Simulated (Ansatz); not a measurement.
# CH₆BrClOSi₂: how energies converge with the basis set

One table from this session's results is given with a row withheld; the runs are named, their logs left out.

Computed with Ansatz 0.2.0, Gaussian basis. Level: one geometry, several basis sets.

The runs, in order: PBE0-D4/def2-SVP; ωB97M-V/def2-SVP; PBE0-D4/def2-QZVPP; ωB97M-V/def2-QZVPP; the functionals' def2-TZVPP values are taken from earlier runs.

1 further run of the same task is left out (it didn't finish).

## The relaxed structure

The geometry comes from an earlier relaxation with PBE0-D4 in a triple-zeta def2 set; it is a stationary point, not always the lowest conformer.

SMILES `CO[Si]([SiH3])(Cl)Br`, 12 atoms, charge 0, spin multiplicity 1.

Atoms are counted from 1 here; the program's logs count them from 0.

Bond lengths: C1–O2 1.416 Å, C1–H7 1.090 Å, C1–H8 1.093 Å, C1–H9 1.093 Å, O2–Si3 1.620 Å, Si3–Si4 2.328 Å, Si3–Cl5 2.058 Å, Si3–Br6 2.228 Å, Si4–H10 1.484 Å, Si4–H11 1.485 Å, Si4–H12 1.485 Å. Angles: O2–C1–H7 107.7°, O2–C1–H8 110.8°, O2–C1–H9 110.7°, H7–C1–H8 109.2°, H7–C1–H9 109.2°, H8–C1–H9 109.2°, C1–O2–Si3 126.9°, O2–Si3–Si4 109.4°, O2–Si3–Cl5 109.8°, O2–Si3–Br6 109.8°, Si4–Si3–Cl5 111.0°, Si4–Si3–Br6 110.5°, Cl5–Si3–Br6 106.5°, Si3–Si4–H10 108.0°, Si3–Si4–H11 109.4°, Si3–Si4–H12 109.1°, H10–Si4–H11 110.0°, H10–Si4–H12 110.0° and more.

Set-up of the first run:

File in.yaml:

```yaml
crystal:
  periodic: [false, false, false]
  atoms:
    - {symbol: C, position_ang: [-1.504807, -1.504960, 0.897360]}
    - {symbol: O, position_ang: [-0.609731, -0.850702, 0.016553]}
    - {symbol: Si, position_ang: [0.244739, 0.491683, 0.320088]}
    - {symbol: Si, position_ang: [1.516359, 1.036571, -1.551976]}
    - {symbol: Cl, position_ang: [1.445757, 0.194901, 1.964758]}
    - {symbol: Br, position_ang: [-1.135697, 2.162595, 0.837304]}
    - {symbol: H, position_ang: [-1.896549, -2.380942, 0.380884]}
    - {symbol: H, position_ang: [-0.990295, -1.825079, 1.807339]}
    - {symbol: H, position_ang: [-2.334558, -0.845672, 1.166317]}
    - {symbol: H, position_ang: [2.282421, 2.270190, -1.244283]}
    - {symbol: H, position_ang: [2.449504, -0.078013, -1.856806]}
    - {symbol: H, position_ang: [0.609756, 1.274330, -2.703439]}
basis:
  gaussian: {orbitals: def2-SVP}
hamiltonian: {xc: pbe0, dispersion: d4}
output: {orbitals: {seedname: orbitals}}
```

Among the steps run: PBE0-D4 in def2-SVP; ωB97M-V in def2-SVP; PBE0-D4 in def2-QZVPP; ωB97M-V in def2-QZVPP.

One of the session's tables, all rows but one given; the rest of the session is left out.

It belongs to the step «Density functionals: the series». 

| functional | basis | HOMO (eV) | LUMO (eV) |
| --- | --- | --- | --- |
| PBE0-D4 | def2-SVP | ? | ? |
| PBE0-D4 | def2-TZVPP | -8.27 | -0.39 |
| PBE0-D4 | def2-QZVPP | -8.29 | -0.46 |
| ωB97M-V | def2-SVP | -10.21 | 1.83 |
| ωB97M-V | def2-TZVPP | -10.31 | 1.45 |
| ωB97M-V | def2-QZVPP | -10.33 | 1.24 |

Estimate the missing values for PBE0-D4, def2-SVP.

**Answer.** HOMO (eV): -8.20; LUMO (eV): -0.12. In the column «HOMO (eV)» it is the highest.
